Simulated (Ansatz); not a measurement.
# F2 with GeH4: structure and interaction energy

How do F2 and GeH4 sit together, how strongly do they interact, and which methods get it right?

Computed with Ansatz 0.2.0, Gaussian basis. Level: PBE0-D4 structure, single points in def2-TZVPPD.

Levels: PBE-D4, revPBE-D4, BLYP-D4, r2SCAN-D4, B97M-V, PBE0-D4, B3LYP-D4, HSE06-D4, wB97X-V, wB97M-V, B2PLYP, Hartree-Fock, MP2, CCSD, CCSD(T). The reference is CCSD(T) extrapolated to the basis limit. For elements past Ar these valence bases correlate outer-core shells poorly and lack relativity, so that limit is rough.

Correlated methods freeze the cores. Filled d shells of the heavier atoms are correlated. B3LYP uses VWN-RPA correlation. B2PLYP carries no dispersion term here.

176 further runs of the same task are left out: 176 set aside as unsound or not needed.

## 1. Where the work starts

The pair, from a GFN2-xTB docking trial: 7 atoms, charge 0, spin multiplicity 1.

Atoms are counted from 1 here; the program's logs count them from 0.

Bond lengths: F1–F2 1.404 Å, Ge3–H4 1.483 Å, Ge3–H5 1.482 Å, Ge3–H6 1.483 Å, Ge3–H7 1.483 Å. Angles: H4–Ge3–H5 109.4°, H4–Ge3–H6 109.4°, H4–Ge3–H7 109.6°, H5–Ge3–H6 109.4°, H5–Ge3–H7 109.5°, H6–Ge3–H7 109.6°.

As a file:

```xyz
7

F     0.6030    0.3173   -2.0478
F    -0.6030   -0.3173   -2.3865
Ge    0.0015    0.0001    0.8869
H    -0.0720   -0.1272    2.3621
H    -1.0803    0.8980    0.4165
H    -0.1656   -1.3368    0.2682
H     1.3163    0.5659    0.5006
```

Atoms 1 to 2 are fragment A (F2), the rest fragment B (GeH4).

## 2. A first relaxation in a small basis

File pre/in.yaml:

```yaml
crystal:
  periodic: [false, false, false]
  atoms:
    - {symbol: F, position_ang: [0.603000, 0.317300, -2.047800]}
    - {symbol: F, position_ang: [-0.603000, -0.317300, -2.386500]}
    - {symbol: Ge, position_ang: [0.001500, 0.000100, 0.886900]}
    - {symbol: H, position_ang: [-0.072000, -0.127200, 2.362100]}
    - {symbol: H, position_ang: [-1.080300, 0.898000, 0.416500]}
    - {symbol: H, position_ang: [-0.165600, -1.336800, 0.268200]}
    - {symbol: H, position_ang: [1.316300, 0.565900, 0.500600]}
basis:
  gaussian: {orbitals: def2-SVP}
hamiltonian: {xc: pbe, dispersion: d4}
relax: {f_tol: 0.03, max_steps: 250}
```

Run with:

```console
ansatz run in.yaml --threads 4 --pin off --events-out ev --progress --plain --max-ram 9574MiB
```

After this run come: Relaxation at PBE0-D4; PBE-D4/def2-TZVPPD; r2SCAN-D4/def2-TZVPPD; PBE0-D4/def2-TZVPPD; B3LYP-D4/def2-TZVPPD; wB97X-V/def2-TZVPPD; wB97M-V/def2-TZVPPD; B2PLYP/def2-TZVPPD; BLYP-D4/def2-TZVPPD; revPBE-D4/def2-TZVPPD; B97M-V/def2-TZVPPD; HSE06-D4/def2-TZVPPD; CCSD(T)/def2-TZVPPD; MP2/def2-QZVPPD; Hartree-Fock/STO-3G; PBE-D4/STO-3G; B3LYP-D4/6-31G; SPW92/def2-SVP; PBE-D4/def2-SVP; PBE0-D4/def2-SVP; wB97M-V/def2-SVP; CCSD(T)/def2-SVP; Vibrations of the pair.

Before running it: what results should come out? Wanted: interaction energy, CCSD(T)/CBS; of it Hartree-Fock; D4 term of PBE0-D4; shortest contact; lowest wavenumber.

**Answer**, as computed:

| quantity | value |
| --- | --- |
| interaction energy, CCSD(T)/CBS | -0.54 kcal/mol |
| of it Hartree-Fock (basis limit) | +0.36 kcal/mol |
| D4 term of PBE0-D4 | -0.35 kcal/mol |
| shortest contact | F1–H7 3.36 Å |
| lowest wavenumber | 24 cm⁻¹ |

What this shows: The pair is bound by 0.54 kcal/mol at fixed fragment shapes. Hartree-Fock doesn't bind it at this geometry, so correlation, mostly dispersion, holds it together. Among the functionals B97M-V lands nearest to CCSD(T)/CBS (-0.01 kcal/mol) and BLYP-D4 farthest (+0.53 kcal/mol). By rung, the mean size of the error is: GGA 0.35, meta-GGA 0.06, hybrid 0.20, screened hybrid 0.07, range-separated hybrid 0.11, double hybrid 0.52 kcal/mol. PBE-D4 gives an interaction energy 0.02 kcal/mol too low, an error of 3 % of the reference. CCSD(T) moves by -0.10 kcal/mol from triple zeta to the limit; gaps between functionals far smaller than that don't rank them. A lower arrangement may exist. The restricted Hartree–Fock reference is unstable towards an unrestricted one at one or more of these structures.
